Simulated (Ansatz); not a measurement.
# BFH₄OSn: basis-set convergence

An exercise on one series of results from a longer session: the logs are not shown, and one member is left open.

Computed with Ansatz 0.2.0, Gaussian basis. Level: one geometry, several basis sets.

Plan: PBE0-D4/def2-SVP; ωB97M-V/def2-SVP; PBE0-D4/def2-QZVPP; ωB97M-V/def2-QZVPP; the functionals' def2-TZVPP values are taken from earlier runs.

## The relaxed structure

An earlier PBE0-D4 in a triple-zeta def2 set relaxation fixed the geometry. Sn takes the def2 core potential; no spin-orbit term is included.

SMILES `[BH2][SnH]([OH])[F]`, 8 atoms, charge 0, spin multiplicity 1.

Atoms are counted from 1 here; the program's logs count them from 0.

Bond lengths: B1–Sn2 2.245 Å, B1–H5 1.190 Å, B1–H6 1.191 Å, Sn2–O3 1.959 Å, Sn2–F4 1.932 Å, Sn2–H7 1.710 Å, O3–H8 0.960 Å. Angles: Sn2–B1–H5 119.8°, Sn2–B1–H6 119.6°, H5–B1–H6 120.6°, B1–Sn2–O3 106.6°, B1–Sn2–F4 109.5°, B1–Sn2–H7 123.5°, O3–Sn2–F4 103.4°, O3–Sn2–H7 109.7°, F4–Sn2–H7 102.4°, Sn2–O3–H8 113.3°.

The first run:

in.yaml reads:

```yaml
crystal:
  periodic: [false, false, false]
  atoms:
    - {symbol: B, position_ang: [-1.146923, 1.222688, -0.413469]}
    - {symbol: Sn, position_ang: [0.606650, -0.140433, -0.089390]}
    - {symbol: O, position_ang: [0.140765, -1.305088, 1.415504]}
    - {symbol: F, position_ang: [0.753171, -1.365773, -1.575912]}
    - {symbol: H, position_ang: [-1.614690, 1.336245, -1.502091]}
    - {symbol: H, position_ang: [-1.596749, 1.831594, 0.505848]}
    - {symbol: H, position_ang: [2.213731, 0.415410, 0.086289]}
    - {symbol: H, position_ang: [0.736145, -2.051643, 1.517522]}
basis:
  gaussian: {orbitals: def2-SVP}
hamiltonian: {xc: pbe0, dispersion: d4}
output: {orbitals: {seedname: orbitals}}
```

Command:

```console
$ ansatz run in.yaml --threads 2 --pin off --events-out ev --progress --plain --max-ram 4352MiB
```

Among the steps run: PBE0-D4 in def2-SVP; ωB97M-V in def2-SVP; PBE0-D4 in def2-QZVPP; ωB97M-V in def2-QZVPP.

One table of the session follows, with a row left open; its other results are not shown here.

It belongs to the step «Density functionals: the series». 

| functional | basis | HOMO (eV) | LUMO (eV) |
| --- | --- | --- | --- |
| PBE0-D4 | def2-SVP | ? | ? |
| PBE0-D4 | def2-TZVPP | -8.42 | -3.20 |
| PBE0-D4 | def2-QZVPP | -8.45 | -3.21 |
| ωB97M-V | def2-SVP | -10.44 | -1.04 |
| ωB97M-V | def2-TZVPP | -10.63 | -1.23 |
| ωB97M-V | def2-QZVPP | -10.65 | -1.27 |

**Question.** Estimate the row for PBE0-D4, def2-SVP.

The run gave: HOMO (eV): -8.24; LUMO (eV): -3.11. In the column «HOMO (eV)» it is the highest.
